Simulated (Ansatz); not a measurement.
# C2H5GaS: up Jacob's ladder to CCSD(T)

One table from this session's results is given with a row withheld; the runs are named, their logs left out.

The runs use Ansatz 0.2.0, Gaussian basis; functionals in def2-TZVPP, the program's frozen cores in correlated methods.

The runs, in order: LDA (SPW92), PBE-D4, revPBE-D4, BLYP-D4, r2SCAN-D4, B97M-V, PBE0-D4, B3LYP-D4, r2SCANh-D4, r2SCAN0-D4, HSE06-D4, BHLYP-D4, CAM-B3LYP-D4, LC-ωPBE, ωB97X-V, ωB97M-V, B2PLYP, PBE-QIDH; CCSD(T)/def2-SVP; CCSD(T)/def2-TZVPP; MP2/def2-QZVPP; extrapolation to the limit; RPA on PBE.

**The geometry**

The geometry comes from an earlier relaxation with PBE0-D4 in a triple-zeta def2 set; it is a stationary point, not always the lowest conformer.

SMILES `C[CH]1[S][GaH]1`, 9 atoms, charge 0, spin multiplicity 1.

Atoms are counted from 1 here; the program's logs count them from 0.

Bond lengths: C1–C2 1.505 Å, C1–H5 1.094 Å, C1–H6 1.092 Å, C1–H7 1.096 Å, C2–S3 1.891 Å, C2–Ga4 1.940 Å, C2–H8 1.088 Å, S3–Ga4 2.169 Å, Ga4–H9 1.533 Å. Angles: C2–C1–H5 110.5°, C2–C1–H6 112.1°, C2–C1–H7 110.8°, H5–C1–H6 108.1°, H5–C1–H7 107.9°, H6–C1–H7 107.3°, C1–C2–S3 115.4°, C1–C2–Ga4 124.6°, C1–C2–H8 113.0°, S3–C2–Ga4 69.0°, S3–C2–H8 109.8°, Ga4–C2–H8 116.3°, C2–S3–Ga4 56.6°, C2–Ga4–S3 54.5°, C2–Ga4–H9 164.3°, S3–Ga4–H9 141.2°.

The first run:

Contents of in.yaml:

```yaml
crystal:
  periodic: [false, false, false]
  atoms:
    - {symbol: C, position_ang: [0.392734, 0.607160, -1.013766]}
    - {symbol: C, position_ang: [0.067990, -0.541573, -0.098005]}
    - {symbol: S, position_ang: [1.167716, -0.693801, 1.432770]}
    - {symbol: Ga, position_ang: [-0.978128, -0.390816, 1.528834]}
    - {symbol: H, position_ang: [-0.352554, 0.683589, -1.811457]}
    - {symbol: H, position_ang: [0.420824, 1.560590, -0.482216]}
    - {symbol: H, position_ang: [1.373176, 0.466402, -1.482341]}
    - {symbol: H, position_ang: [0.020894, -1.497608, -0.614949]}
    - {symbol: H, position_ang: [-2.112652, -0.193933, 2.541140]}
basis:
  gaussian: {orbitals: def2-TZVPP}
hamiltonian: {xc: lda}
output: {orbitals: {seedname: orbitals}}
```

Steps of the session up to this table: LDA; PBE-D4 (GGA); revPBE-D4 (GGA); BLYP-D4 (GGA); r2SCAN-D4 (meta-GGA); B97M-V (meta-GGA); PBE0-D4 (hybrid); B3LYP-D4 (hybrid); r2SCANh-D4 (hybrid); r2SCAN0-D4 (hybrid); HSE06-D4 (hybrid); BHLYP-D4 (hybrid); CAM-B3LYP-D4 (range-separated); LC-ωPBE (range-separated); ωB97X-V (range-separated); ωB97M-V (range-separated); B2PLYP (double hybrid); PBE-QIDH (double hybrid).

One of the session's tables, all rows but one given; the rest of the session is left out.

It belongs to the step «Orbital energies across the functionals». 

| functional | HOMO (eV) | LUMO (eV) | gap (eV) |
| --- | --- | --- | --- |
| LDA (SPW92) | -5.64 | -2.45 | 3.19 |
| PBE-D4 | -5.48 | -2.19 | 3.29 |
| revPBE-D4 | -5.42 | -2.07 | 3.35 |
| BLYP-D4 | -5.34 | -2.11 | 3.22 |
| r2SCAN-D4 | -5.68 | -1.95 | 3.73 |
| B97M-V | -5.70 | -2.13 | 3.57 |
| PBE0-D4 | -6.51 | -1.43 | 5.08 |
| B3LYP-D4 | -6.32 | -1.68 | 4.64 |
| r2SCANh-D4 | -6.07 | -1.68 | 4.38 |
| r2SCAN0-D4 | -6.65 | -1.29 | 5.36 |
| HSE06-D4 | -6.12 | -1.80 | 4.32 |
| BHLYP-D4 | -7.43 | -0.70 | 6.73 |
| CAM-B3LYP-D4 | -7.75 | -0.55 | 7.20 |
| LC-ωPBE | -9.02 | 0.59 | 9.61 |
| ωB97X-V | ? | ? | ? |
| ωB97M-V | -8.58 | 0.25 | 8.83 |

**Question.** Estimate the row for ωB97X-V.

The run gave: HOMO (eV): -8.70; LUMO (eV): 0.45; gap (eV): 9.15. In the column «HOMO (eV)» it lies between LC-ωPBE (-9.02) and ωB97M-V (-8.58).
